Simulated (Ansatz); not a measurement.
Cu3O2:

```
Cu O
1.0
    -2.02298    2.02298    3.67362
     2.02298   -2.02298    3.67362
     2.02298    2.02298   -3.67362
Cu O
3 2
Cartesian
  0.0000 0.0000 0.0000
  0.0000 2.0230 1.8368
  2.0230 0.0000 1.8368
  0.0000 2.0230 0.0000
  2.0230 0.0000 0.0000
```

The cell comes from a database or a generator and needn't be the stable form of this composition.

* Program: Ansatz 0.2.0
* Task: relaxation of cell and atoms
* Functional: PBEsol
* Potentials or basis: Ansatz PAW
* Cutoff: 420 eV (not typed: the program's choice for these potentials)
* k mesh: 9 × 9 × 9
* Occupations: fermi-dirac, width 0.05 eV
* Spin: no spin polarisation

At the start: volume 12.03 Å³/atom.

Question: Where does the relaxation end?

Answer: It ends after 7 steps and the volume is 11.44 Å³/atom (-4.9 %); space group I4/mmm (No. 139, to 0.05 Å).

Step by step:
```tsv
step	energy change (eV)	largest force (eV/Å)	volume (Å³)
1	0.0000	0.0000	60.14
2	-0.0435	0.0000	58.77
3	-0.0635	0.0000	57.17
4	-0.0632	0.0000	57.31
5	-0.0557	0.0000	57.31
6	-0.0561	0.0000	57.21
7	-0.0557	0.0000	57.21
```

Final structure:
```
Cu O
1.0
    -1.98478    1.98478    3.63071
     1.98478   -1.98478    3.63071
     1.98478    1.98478   -3.63071
Cu O
3 2
Direct
  0.00000 0.00000 0.00000
  0.75000 0.25000 0.50000
  0.25000 0.75000 0.50000
  0.50000 0.00000 0.50000
  0.00000 0.50000 0.50000
```

Caveat: the plane-wave basis is chosen anew once the cell has moved, so the energies of steps on either side of that aren't comparable; the pressure holds a Pulay correction of +0.5 GPa for the finite cutoff; an odd number of electrons without spin polarisation forces a metal; a magnetic or distorted state may lie lower; the run has no spin polarisation, though such a crystal can be magnetic; the PAW data sets come from PBE, with cores solved anew for the run's functional, which leaves a small shift of forces and pressure.
